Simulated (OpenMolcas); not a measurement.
**Nb²⁺ among point charges: CASSCF and CASPT2 levels and susceptibility**

Aim: the splitting of the states of Nb²⁺ in the field of 6 point charges, its lowest levels with spin-orbit coupling and its magnetic susceptibility.

Method: state-averaged CASSCF and CASPT2, spin-orbit coupling by RASSI with atomic mean-field integrals. Code: OpenMolcas 26.06.

**1. The atom as given**

```
Species                           : Nb²⁺ (niobium, Z = 41, 39 electrons)
Basis                             : ANO-RCC-VTZP [7s6p4d2f1g], 68 functions
Scalar Hamiltonian                : DKH2, point nucleus
Inactive shells                   : 1s 2s 2p 3s 3p 3d 4s 4p
Active space                      : 3 electrons in 5 orbitals (4d)
Some configurations of this space : 4d³
Orbitals                          : optimised for each spin and parity, averaged over all roots
```

Outer shells as boxes (Hund's rule):

4d3
```
4d [↑ ][↑ ][↑ ][  ][  ]
```

The ion sits among 6 point charges of -0.85 e arranged as an octahedron (Oh), 2.13 Å from the ion.

Each step is its own input file, run in one work folder so that later steps find the files of earlier ones. Labels, J, g values, rates, χT and fits are worked out afterwards by a script from the matrices that RASSI stores. The input lists half of the charges; inversion (Group=XYZ) makes the rest.

**2. One- and two-electron integrals**

Contents of a.inp:

```
&GATEWAY
Coord
1

Nb 0.0 0.0 0.0
Basis=ANO-RCC-VTZP
Group=XYZ
NoMove
AngMom=0.0 0.0 0.0
AMFI
XField
3 Angstrom 0
2.130000 0.000000 0.000000 -0.850000
0.000000 2.130000 0.000000 -0.850000
0.000000 0.000000 2.130000 -0.850000
&SEWARD
```

**3. Reference wave functions, quartets of even parity, 10 roots**

Contents of a.inp:

```
&RASSCF
FileOrb=start.orb
Symmetry=1
Spin=4
nActEl=3 0 0
Inactive=9 9
Ras2=5 0
CIRoot=10 10 1
SDav=10
CIMx=300
Iter=120 100
PrWF=0.3
OrbListing=Nothing
MaxOrb=0
>>> COPY $Project.JobIph JOB001
```

start.orb holds the contracted functions of the basis, ordered by shell, or the orbitals of the step before.

**4. Reference wave functions, doublets of even parity, 40 roots**

Contents of a.inp:

```
&RASSCF
FileOrb=start.orb
Symmetry=1
Spin=2
nActEl=3 0 0
Inactive=9 9
Ras2=5 0
CIRoot=40 40 1
SDav=40
CIMx=300
Iter=120 100
PrWF=0.3
OrbListing=Nothing
MaxOrb=0
>>> COPY $Project.JobIph JOB002
```

**5. State interaction with spin-orbit coupling**

Contents of a.inp:

```
&RASSI
NrOfJobIphs=2 10 40
1 2 3 4 5 6 7 8 9 10
1 2 3 4 5 6 7 8 9 10 11 12 13 14 15 16 17 18 19 20 21 22 23 24 25 26 27
28 29 30 31 32 33 34 35 36 37 38 39 40
IphNames
JOB001
JOB002
EJob
SpinOrbit
DIPRint=1.0
SOCoupling=1000.0
Subsets=2
Property=9
'ANGMOM' 1 'ANGMOM' 2 'ANGMOM' 3 'MLTPL  1' 1 'MLTPL  1' 2 'MLTPL  1' 3
'AMFI' 1 'AMFI' 2 'AMFI' 3
SOProperty=3
'ANGMOM' 1 'ANGMOM' 2 'ANGMOM' 3
```

**6. CASPT2: IPEA 0.25, imaginary shift 0.1 (closed shells correlated: 4s 4p)**

Contents of a.inp:

```
>>> COPY JOB001 $Project.JobIph
&CASPT2
Multistate=10 1 2 3 4 5 6 7 8 9 10
NoMult
Frozen=8 6
IPEA=0.25
Imaginary=0.1
MaxIter=60
WThr=0.0 0.3 0.05
PrWF=0.5
NoMix
>>> COPY JOB002 $Project.JobIph
&CASPT2
Multistate=40 1 2 3 4 5 6 7 8 9 10 11 12 13 14 15 16 17 18 19 20 21 22
23 24 25 26 27 28 29 30 31 32 33 34 35 36 37 38 39 40
NoMult
Frozen=8 6
IPEA=0.25
Imaginary=0.1
MaxIter=60
WThr=0.0 0.3 0.05
PrWF=0.5
NoMix
```

(Steps that only read results are left out.)

Q: Predict the outcome of this session. Wanted: spin-free ground state; first state of the same spin within the active space; lowest level; next level.

**Answer**, as computed:

| quantity | value |
| --- | --- |
| method | SS-CASPT2, IPEA 0.25, imaginary shift 0.1 (closed shells correlated: 4s 4p) |
| spin-free ground state | 4A2, 1-fold in its orbital part |
| first state of the same spin within the active space | 4T2 at 7310 cm⁻¹ |
| lowest level | 4-fold Γ8 |
| next level | 7144.5 cm⁻¹ |
| χT at 300 K | 1.60 cm³ K/mol |
| effective moment at 300 K | 3.57 μB |

Cost by method:

```
                                              method  time of its own steps  time with the reference
                                           A. CASSCF                  7.8 s                    7.8 s
B. SS-CASPT2, IPEA 0.25, imaginary shift 0.1, +4s 4p                  5.3 s                     13 s
```

Times are of one thread on a shared host.

What this shows: The spin-free ground state (4A2) comes to 100 % from free-ion F terms and keeps the highest spin of the shell. χT at 300 K is 1.60, against 1.88 cm³ K/mol for the spin alone, so spin-orbit coupling lowers it. CASPT2 does not keep the components of a term degenerate, and the means are used. The field of point charges can differ much from that of real complexes. Point charges carry no covalency, so the field is a model and not that of real ligands.
